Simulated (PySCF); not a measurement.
**KGa+: bond curves at several levels of theory**

The task here is to estimate one member of a computed series from the others.

Computed with PySCF 2.14.0. Level: K x2c-SVPall, Ga x2c-SVPall, spin-free X2C with a Gaussian nucleus.

The first run:

Settings of the job:

```
atoms                         : K, Ga
charge                        : 1
basis                         : K x2c-SVPall, Ga x2c-SVPall
Hamiltonian                   : spin-free X2C with a Gaussian nucleus
basis functions               : 56
electrons treated             : 49
masses in u                   : 38.9637, 68.9256
levels                        : PBE0, PBE, r²SCAN, LDA, M06-2X, BLYP, HF, MP2, SCS-MP2, CCSD, CCSD(T)
grid                          : 80 radial by 434 angular points
occupations                   : held fixed by the projection of orbital angular momentum
dissociation limit            : K+ + Ga, each in its ground configuration
starting distance in angstrom : 3.250
values of 2S to try           : 1, 3
```

The run is started by

```console
$ OMP_NUM_THREADS=1 python dia.py task.json out
```

Steps of the session up to this table: Set-up; First curve: PBE0; Excited determinants; PBE; r²SCAN; LDA (local density); M06-2X; BLYP; UHF (mean field); Adding correlation.

One of the session's tables, all rows but one given; the rest of the session is left out.

```
      level  Re (Å)  ωe (cm⁻¹)  De (eV)
        UHF       ?          ?        ?
    UHF-MP2   3.991       72.5     0.50
UHF-SCS-MP2   4.010       71.9    0.491
   UHF-CCSD   4.000       72.7    0.494
UHF-CCSD(T)   3.996       72.8    0.496
        LDA   3.887       70.3     0.68
        PBE   4.002       66.5     0.63
       BLYP   4.054       63.6     0.62
     r²SCAN   3.996       69.5     0.54
       PBE0   3.962       69.9     0.58
     M06-2X   3.849       81.0     0.56
```

Q: Estimate the row for UHF from the others.

The run gave: Re (Å): 4.085; ωe (cm⁻¹): 69.3; De (eV): 0.473. In the column «Re (Å)» it is the highest.

De is counted to K+ + Ga in their ground configurations.
